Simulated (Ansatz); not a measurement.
**Li2BrF: a single-point run**

Wanted: a converged single-point run for Li2BrF, and a check of what comes out. The structure is shown as the input types it. The cell is built on a prototype (ordering on rocksalt) and needn't be the phase found in nature.

Computed with Ansatz 0.2.0 (density functional or hybrid calculation with the settings of its input, plane waves (as first typed), unless a step's input says otherwise).

4 further runs of the same task are left out: 4 that didn't finish.

### Step 1. Starting point

The structure is trigonal, space group R-3m (No. 166). The conventional cell has a = 3.471 Å, b = 3.471 Å, c = 16.405 Å, α = 90.00°, β = 90.00°, γ = 120.00°. F (site symmetry -3m) has 6 Li at 2.28 Å as nearest neighbours. Br (site symmetry -3m) is surrounded by 6 Li at 2.59 Å. Around Li (site symmetry 3m) lie 3 F at 2.28 Å and 3 Br at 2.59 Å.

Coordinates:

```cif
data_structure
_symmetry_space_group_name_H-M 'R-3m:H'
_symmetry_Int_Tables_number 166
_cell_length_a 3.4708
_cell_length_b 3.4708
_cell_length_c 16.4054
_cell_angle_alpha 90.000
_cell_angle_beta 90.000
_cell_angle_gamma 120.000
_cell_volume 171.15
loop_
_atom_site_label
_atom_site_type_symbol
_atom_site_symmetry_multiplicity
_atom_site_Wyckoff_symbol
_atom_site_fract_x
_atom_site_fract_y
_atom_site_fract_z
_atom_site_occupancy
F1 F 3 a 0.00000 0.00000 0.00000 1
Br1 Br 3 b 0.66667 0.33333 0.83333 1
Li1 Li 6 c 0.33333 0.66667 0.93369 1
```

### Step 2. The calculation

File input.yaml:

```yaml
crystal:
  lattice:
    - [1.7353772093, 1.0019204989, 5.468460142]
    - [-1.7353772093, 1.0019204989, 5.468460142]
    - [0.0, -2.0038409979, 5.468460142]
  atoms:
    - { symbol: F, position: [1.0, 0.0, 0.0] }
    - { symbol: Br, position: [0.5, 0.5, 0.5] }
    - { symbol: Li, position: [0.2670198432, 0.2670198432, 0.2670198432] }
    - { symbol: Li, position: [0.7329801568, 0.7329801568, 0.7329801568] }
kpoints:
  mp_grid: { grid: [6, 6, 6] }
hamiltonian:
  xc: pbesol
scf:
  occupations: { method: cold, width: 4 }
  n_extra_bands: 5
output:
  forces: true
  stress: true
  eigenvalues: true
```

The run is started by

```bash
ansatz run input.yaml --threads 4 --pin off --max-ram 3686MiB --backend cpu --events-out ev --progress --plain --runs-dir out
```

What happens when this is run?

The run converged and reported no error. Convergence says nothing about whether the input makes sense.

In the input, scf.occupations.method is cold; scf.occupations.width is 4. Occupations are smeared over electronvolts, wider than many features of the bands.

Run again and compare: delete scf.occupations.width (the default then holds) and set scf.occupations.method to fixed.
